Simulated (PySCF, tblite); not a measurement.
# C4H12FNSi2: geometry, infrared bands and NMR shifts

Wanted: the infrared bands and NMR shifts of C4H12FNSi2 (`F[SiH2]N[SiH2]CC1CC1`), by calculation.

The runs use tblite 0.8.0 and PySCF 2.14.0, with density-fitted response routines of our own; the level of theory stands in each step. All values are computed, except where a source is named. Atoms are numbered from 0 throughout.

### Step 1. The starting structure

20 atoms, charge 0, multiplicity 1; geometry from: force field or distance geometry start.

Bonds of the start (Å): F0–Si1 1.68, Si1–N2 1.81, N2–Si3 1.79, Si3–C4 1.87, C4–C5 1.49, C5–C6 1.51, C6–C7 1.50, C7–C5 1.54, Si1–H8 1.46, Si1–H9 1.49, N2–H10 1.05, Si3–H11 1.48, Si3–H12 1.45, C4–H13 1.11, C4–H14 1.10, C5–H15 1.14, C6–H16 1.09, C6–H17 1.11, C7–H18 1.13, C7–H19 1.10.

### Step 2. Geometry optimisation with GFN2-xTB

What the job is given:

```
{"job": {"kind": "relax", "xc": "GFN2-xTB", "basis": "xTB"}, "charge": 0, "multiplicity": 1}
F     -4.642600    -0.377100    -1.559800
Si    -3.732600     0.168100    -0.251700
N     -2.256100    -0.852300    -0.019200
Si    -0.796600    -0.031100    -0.659700
C      0.610700    -0.526400     0.475200
C      1.774400     0.399100     0.385000
C      2.527800     0.633800    -0.907500
C      3.103600    -0.320100     0.101800
H     -3.416200     1.589100    -0.311400
H     -4.555900    -0.058200     0.972400
H     -2.161700    -1.040200     1.006900
H     -0.553300    -0.600200    -2.006400
H     -0.971600     1.400600    -0.756300
H      0.950700    -1.533000     0.142500
H      0.240500    -0.502700     1.514300
H      1.835700     1.226000     1.165300
H      2.130100     0.261800    -1.847700
H      3.037900     1.620000    -0.915300
H      2.972500    -1.409700    -0.161500
H      3.897500    -0.036700     0.810400
```

The run is started by

```bash
$ OMP_NUM_THREADS=1 python probes_run.py task.json out
```

The driver reads the jobs from task.json and runs them one after another.

**Question.** This job is followed by: GFN2-xTB harmonic vibrations, gas phase; GIAO PBE0/pcSseg-1 NMR shielding, non-relativistic, gas phase. Predict these results of the whole session: strongest single infrared mode (GFN2-xTB); zero-point energy (GFN2-xTB); 13C shifts against TMS (PBE0/pcSseg-1, means over atoms taken as alike); 1H shifts against TMS (PBE0/pcSseg-1, means over atoms taken as alike); 19F shifts against CFCl3 (PBE0/pcSseg-1); 29Si shifts against TMS (PBE0/pcSseg-1); 15N shifts against NH3 (PBE0/pcSseg-1); surface potential, 1st and 99th percentile.

**Answer**, as computed:

| quantity | value |
| --- | --- |
| strongest single infrared mode (GFN2-xTB) | 2302 cm⁻¹, 434 km/mol |
| zero-point energy (GFN2-xTB) | 94.1 kcal/mol |
| 13C shifts against TMS (PBE0/pcSseg-1, means over atoms taken as alike) | 21.9, 8.6, 7.6 ppm |
| 1H shifts against TMS (PBE0/pcSseg-1, means over atoms taken as alike) | 5.26, 4.98, 0.80, 0.62, 0.52, 0.02, -0.59 ppm |
| 19F shifts against CFCl3 (PBE0/pcSseg-1) | -199.9 ppm |
| 29Si shifts against TMS (PBE0/pcSseg-1) | -14.2, -36.4 ppm |
| 15N shifts against NH3 (PBE0/pcSseg-1) | 20.9 ppm |
| surface potential, 1st and 99th percentile | -1.20 V and 1.77 V |

In words: The optimisation took 197 steps and gained 1.086 eV; among the close pairs (by a distance rule), Si1–N2 changed most, from 1.810 to 1.719 Å. All 54 modes are real, so the xTB geometry is a minimum. The strongest single mode, at 2302 cm⁻¹, moves mainly H8. GFN2-xTB is a fitted tight-binding method: band positions and strengths are rough. Its intensities can rank the bands wrongly.
